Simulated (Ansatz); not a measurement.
# CH3AlBF: taking an electron away

Aim: the vertical ionisation energy of CH3AlBF, as cation minus neutral at the neutral's geometry, on several levels, and how well −ε(HOMO) stands in for it.

Method: unrestricted cation, the program's frozen cores in correlated methods; program: Ansatz 0.2.0, Gaussian basis.

The runs, in order: UKS PBE-D4/def2-TZVPP; UKS r2SCAN-D4/def2-TZVPP; UKS PBE0-D4/def2-TZVPP; UKS B3LYP-D4/def2-TZVPP; UKS wB97X-V/def2-TZVPP; UKS wB97M-V/def2-TZVPP; UKS B2PLYP/def2-TZVPP; UHF-CCSD(T)/def2-TZVPP; UHF-MP2/def2-QZVPP; extrapolation to the limit; then −ε(HOMO) from the neutral's earlier runs with LDA (SPW92), PBE-D4, revPBE-D4, BLYP-D4, r2SCAN-D4, B97M-V, PBE0-D4, B3LYP-D4, r2SCANh-D4, r2SCAN0-D4, HSE06-D4, BHLYP-D4, CAM-B3LYP-D4, LC-ωPBE, ωB97X-V, ωB97M-V.

### 1 The geometry

An earlier PBE0-D4 in a triple-zeta def2 set relaxation fixed the geometry.

SMILES `[F][Al]1[BH][CH2]1`, 7 atoms, charge 0, spin multiplicity 1.

Atoms are counted from 1 here; the program's logs count them from 0.

Bond lengths: F1–Al2 1.646 Å, Al2–B3 1.964 Å, Al2–C4 2.180 Å, B3–C4 1.458 Å, B3–H5 1.183 Å, C4–H6 1.105 Å, C4–H7 1.092 Å. Angles: F1–Al2–B3 159.2°, F1–Al2–C4 118.4°, B3–Al2–C4 40.8°, Al2–B3–C4 77.6°, Al2–B3–H5 147.1°, C4–B3–H5 135.3°, Al2–C4–B3 61.6°, Al2–C4–H6 68.4°, Al2–C4–H7 175.5°, B3–C4–H6 130.0°, B3–C4–H7 122.9°, H6–C4–H7 107.1°.

### 2 Cation, UKS PBE-D4/def2-TZVPP

in.yaml

```yaml
crystal:
  periodic: [false, false, false]
  atoms:
    - {symbol: F, position_ang: [-1.001844, -1.924923, 1.616970]}
    - {symbol: Al, position_ang: [-0.541145, -1.286601, 0.171006]}
    - {symbol: B, position_ang: [0.171296, 0.011558, -1.118591]}
    - {symbol: C, position_ang: [0.290761, 0.728350, 0.145816]}
    - {symbol: H, position_ang: [0.426506, 0.250886, -2.248556]}
    - {symbol: H, position_ang: [0.019231, 0.413064, 1.169806]}
    - {symbol: H, position_ang: [0.696495, 1.739765, 0.217848]}
basis:
  gaussian: {orbitals: def2-TZVPP}
total_charge: 1
magnetization: {spin_polarized: true, initial_magnetization: 1}
hamiltonian: {xc: pbe, dispersion: d4}
```

Run with:

```console
ansatz run in.yaml --threads 2 --pin off --events-out ev --progress --plain --max-ram 4352MiB
```

The runs that follow: Cation, UKS r2SCAN-D4/def2-TZVPP; Cation, UKS PBE0-D4/def2-TZVPP; Cation, UKS B3LYP-D4/def2-TZVPP; Cation, UKS wB97X-V/def2-TZVPP; Cation, UKS wB97M-V/def2-TZVPP; Cation, UKS B2PLYP (frozen core)/def2-TZVPP; Cation, UHF-CCSD(T)/def2-TZVPP; Cation, UHF-MP2/def2-QZVPP.

Q: Predict the results of all the runs planned. Wanted: ionisation energy, CCSD(T)/CBS; nearest functional by difference; nearest −ε(HOMO); −ε(HOMO) of PBE; T1 of the cation.

As calculated:

| quantity | value |
| --- | --- |
| ionisation energy, CCSD(T)/CBS | 9.57 eV |
| nearest functional by difference | B3LYP-D4 (-0.13 eV) |
| nearest −ε(HOMO) | ωB97X-V (-0.03 eV) |
| −ε(HOMO) of PBE | 6.35 eV |
| T1 of the cation | 0.014 |

In words: Energy differences with functionals land within 0.24 eV of the reference. −ε(HOMO) of PBE misses by 3.2 eV, since self-interaction lifts the level. Among orbital estimates ωB97X-V comes nearest. Hartree-Fock falls 1.70 eV short, as the neutral has more correlation energy than the cation.
